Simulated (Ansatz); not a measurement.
# CH5OSi (SMILES [CH2][SiH2]O) at UPBE/def2-SVPD

What is the electronic atomisation energy of CH5OSi at UPBE/def2-SVPD? 

The calculation is run with Ansatz 0.2.0.

54 further runs of the same task are left out: 54 set aside as unsound or not needed.

## 1. The system as given

CH5OSi has 8 atoms, charge 0, and is taken as a doublet. As SMILES, `[CH2][SiH2]O`. Geometry: relaxed at PBE0-D4/def2-TZVP. This is one conformer, not always the lowest.

Bond lengths: C1–Si2 1.840 Å, Si2–O3 1.650 Å, C1–H4 1.086 Å, C1–H5 1.087 Å, Si2–H6 1.485 Å, Si2–H7 1.490 Å, O3–H8 0.958 Å. Angles: C1–Si2–O3 112.2°, C1–Si2–H6 111.4°, C1–Si2–H7 108.0°, O3–Si2–H6 104.2°, O3–Si2–H7 111.6°, Si2–C1–H4 122.8°, Si2–C1–H5 122.5°, Si2–O3–H8 117.1°, H6–Si2–H7 109.4°, H4–C1–H5 114.6°.

## 2. The energy at UPBE/def2-SVPD

Contents of molecule.yaml:

```yaml
basis:
  gaussian: {orbitals: def2-SVPD}
crystal:
  periodic: [false, false, false]
  atoms:
    - {symbol: C, position_ang: [-0.861500, 0.517800, -0.791400]}
    - {symbol: Si, position_ang: [0.654000, -0.005200, 0.111100]}
    - {symbol: O, position_ang: [0.302800, -0.724400, 1.554400]}
    - {symbol: H, position_ang: [-0.970800, 0.416800, -1.867000]}
    - {symbol: H, position_ang: [-1.703100, 0.991500, -0.293300]}
    - {symbol: H, position_ang: [1.495600, 1.161100, 0.480600]}
    - {symbol: H, position_ang: [1.431000, -0.912300, -0.779800]}
    - {symbol: H, position_ang: [-0.255800, -1.502300, 1.529400]}
total_charge: 0
magnetization: {spin_polarized: true, initial_magnetization: 1}
hamiltonian: {xc: {name: PBE}}
accuracy: high
output: {orbitals: {seedname: orbitals}}
```

On the command line:

```bash
ansatz run molecule.yaml --threads 1 --pin off --max-ram 3480MiB --events-out events.jsonl --progress --plain --runs-dir runs
```

Log:

```text
Warning: RAYON_NUM_THREADS=1 ignored (pool sized by the plan → 1); use --threads N
Functional definition: PBE
  name "PBE"
  parameter kappa = 0.804
  parameter beta = 0.06672455060314922
  exchange = pbe_x(kappa = kappa, mu = beta*pi^2/3)
  correlation = pbe_c(beta = beta)
2123 factors; integrals over basis functions are off by at most 3.5e-9 eV
mean field evaluation 1: about -11020.9466 eV, gradient 4.7e1 eV
mean field evaluation 2: about -10986.7699 eV, gradient 9.9e1 eV
mean field evaluation 4: about -11029.6404 eV, gradient 7.7e0 eV
mean field evaluation 8: about -11029.9457 eV, gradient 5.3e-2 eV
mean field evaluation 16: about -11029.9457 eV, gradient 2.2e-5 eV
mean field -11029.94573793 eV, -405.3430295033 hartree, gradient 2.1e-8 eV, S^2 0.753183; 0 other end points of the search recorded, 0 dependent functions left out
reference -11029.94574229 eV, -405.3430296635 hartree; 17, 16 occupied and 90, 91 virtual orbitals, 2123 factors
Total energy: -11029.94574229 eV, -405.3430296635 hartree
```

It took 11 s on 1 thread of AMD EPYC 7R43 (Zen 3), shared host; peak memory 0.35 GiB.

## 3. The C atom

Contents of input.yaml:

```yaml
crystal:
  periodic: [false, false, false]
  atoms:
    - {symbol: C, position_ang: [0.000000, 0.000000, 0.000000]}
basis:
  gaussian:
    orbitals: def2-SVPD
magnetization:
  spin_polarized: true
  initial_magnetization: 2
hamiltonian:
  xc: {name: PBE}
accuracy: high
```

Run the same way, it converges to -37.75219 Eh (log not shown).

## 4. The H atom at the same level

Contents of job.yaml:

```yaml
crystal:
  periodic: [false, false, false]
  atoms:
    - {symbol: H, position_ang: [0.000000, 0.000000, 0.000000]}
basis:
  gaussian:
    orbitals: def2-SVPD
accuracy: high
magnetization:
  spin_polarized: true
  initial_magnetization: 1
hamiltonian:
  xc: pbe
```

Run the same way, it converges to -0.49863 Eh (log not shown).

## 5. The O atom, same level

Contents of molecule.yaml:

```yaml
crystal:
  periodic: [false, false, false]
  atoms:
    - {symbol: O, position_ang: [0.000000, 0.000000, 0.000000]}
basis:
  gaussian: {orbitals: def2-SVPD}
magnetization: {spin_polarized: true, initial_magnetization: 2}
hamiltonian: {xc: {name: PBE}}
accuracy: high
```

Run the same way, it converges to -74.92421 Eh (log not shown).

## 6. The Si atom at the same level

Contents of run.yaml:

```yaml
crystal:
  periodic: [false, false, false]
  atoms:
    - {symbol: Si, position_ang: [0.000000, 0.000000, 0.000000]}
basis:
  gaussian: {orbitals: def2-SVPD}
magnetization: {spin_polarized: true, initial_magnetization: 2}
hamiltonian: {xc: {name: PBE}}
accuracy: high
```

Run the same way, it converges to -289.12511 Eh (log not shown).

## 7. What came out

Level: UPBE/def2-SVPD.

| quantity | value |
| --- | --- |
| molecule: total energy | -405.34303 Eh |
| molecule: HOMO energy (highest over α and β) | -5.81 eV |
| molecule: LUMO energy (lowest over α and β) | -3.76 eV |
| molecule: ⟨S²⟩ | 0.753 |
| C atom: total energy | -37.75219 Eh |
| C atom: ⟨S²⟩ | 2.003 |
| H atom: total energy | -0.49863 Eh |
| H atom: ⟨S²⟩ | 0.750 |
| O atom: total energy | -74.92421 Eh |
| O atom: ⟨S²⟩ | 2.003 |
| Si atom: total energy | -289.12511 Eh |
| Si atom: ⟨S²⟩ | 2.004 |
| electronic atomisation energy | 28.528 eV |

**Reading.** Taking the molecule apart into free atoms costs 28.53 eV (2753 kJ/mol), before zero-point energy and without spin-orbit coupling.
